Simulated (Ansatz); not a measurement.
# CH₈OSSi₂: basis-set convergence

One table from this session's results is given with a row withheld; the runs are named, their logs left out.

Program: Ansatz 0.2.0, Gaussian basis. Level of theory: one geometry, several basis sets. These are calculated values, not measurements.

Levels to be run: PBE0-D4/def2-SVP; ωB97M-V/def2-SVP; PBE0-D4/def2-QZVPP; ωB97M-V/def2-QZVPP; the functionals' def2-TZVPP values are taken from earlier runs.

**The geometry**

All runs share one geometry, relaxed beforehand with PBE0-D4 in a triple-zeta def2 set.

13 atoms, charge 0, spin multiplicity 1.

Atoms are counted from 1 here; the program's logs count them from 0.

Bond lengths: Si1–O2 1.648 Å, Si1–H6 1.489 Å, Si1–H7 1.489 Å, Si1–H8 1.481 Å, O2–C3 1.422 Å, C3–Si4 1.887 Å, C3–H9 1.098 Å, C3–H10 1.100 Å, Si4–S5 2.132 Å, Si4–H11 1.485 Å, Si4–H12 1.485 Å, S5–H13 1.345 Å. Angles: O2–Si1–H6 110.5°, O2–Si1–H7 110.4°, O2–Si1–H8 106.3°, H6–Si1–H7 108.3°, H6–Si1–H8 110.6°, H7–Si1–H8 110.7°, Si1–O2–C3 121.1°, O2–C3–Si4 107.6°, O2–C3–H9 111.0°, O2–C3–H10 110.9°, Si4–C3–H9 109.9°, Si4–C3–H10 110.0°, H9–C3–H10 107.4°, C3–Si4–S5 109.8°, C3–Si4–H11 110.4°, C3–Si4–H12 108.7°, S5–Si4–H11 106.3°, S5–Si4–H12 111.8° and more.

The first run:

in.yaml reads:

```yaml
crystal:
  periodic: [false, false, false]
  atoms:
    - {symbol: Si, position_ang: [-2.216608, 0.137798, -0.518342]}
    - {symbol: O, position_ang: [-0.736605, -0.065000, 0.177765]}
    - {symbol: C, position_ang: [0.429183, -0.251600, -0.614463]}
    - {symbol: Si, position_ang: [1.900352, -0.398877, 0.558625]}
    - {symbol: S, position_ang: [2.035931, 1.351290, 1.769202]}
    - {symbol: H, position_ang: [-2.580182, -1.057639, -1.328540]}
    - {symbol: H, position_ang: [-2.210516, 1.326229, -1.415322]}
    - {symbol: H, position_ang: [-3.176626, 0.326098, 0.593130]}
    - {symbol: H, position_ang: [0.579390, 0.593935, -1.299086]}
    - {symbol: H, position_ang: [0.344798, -1.160012, -1.228268]}
    - {symbol: H, position_ang: [3.169796, -0.473269, -0.208990]}
    - {symbol: H, position_ang: [1.733168, -1.624879, 1.380313]}
    - {symbol: H, position_ang: [0.748418, 1.261126, 2.148878]}
basis:
  gaussian: {orbitals: def2-SVP}
hamiltonian: {xc: pbe0, dispersion: d4}
output: {orbitals: {seedname: orbitals}}
```

Steps of the session up to this table: PBE0-D4 in def2-SVP; ωB97M-V in def2-SVP; PBE0-D4 in def2-QZVPP; ωB97M-V in def2-QZVPP.

One of the session's tables, all rows but one given; the rest of the session is left out.

It belongs to the step «Density functionals: the series». 

```
functional       basis  HOMO (eV)  LUMO (eV)
   PBE0-D4    def2-SVP          ?          ?
   PBE0-D4  def2-TZVPP      -7.36      -0.13
   PBE0-D4  def2-QZVPP      -7.39      -0.28
   ωB97M-V    def2-SVP      -9.39       2.24
   ωB97M-V  def2-TZVPP      -9.57       1.57
   ωB97M-V  def2-QZVPP      -9.60       1.22
```

Estimate the missing values for PBE0-D4, def2-SVP.

**Answer.** HOMO (eV): -7.22; LUMO (eV): 0.32. In the column «HOMO (eV)» it is the highest.
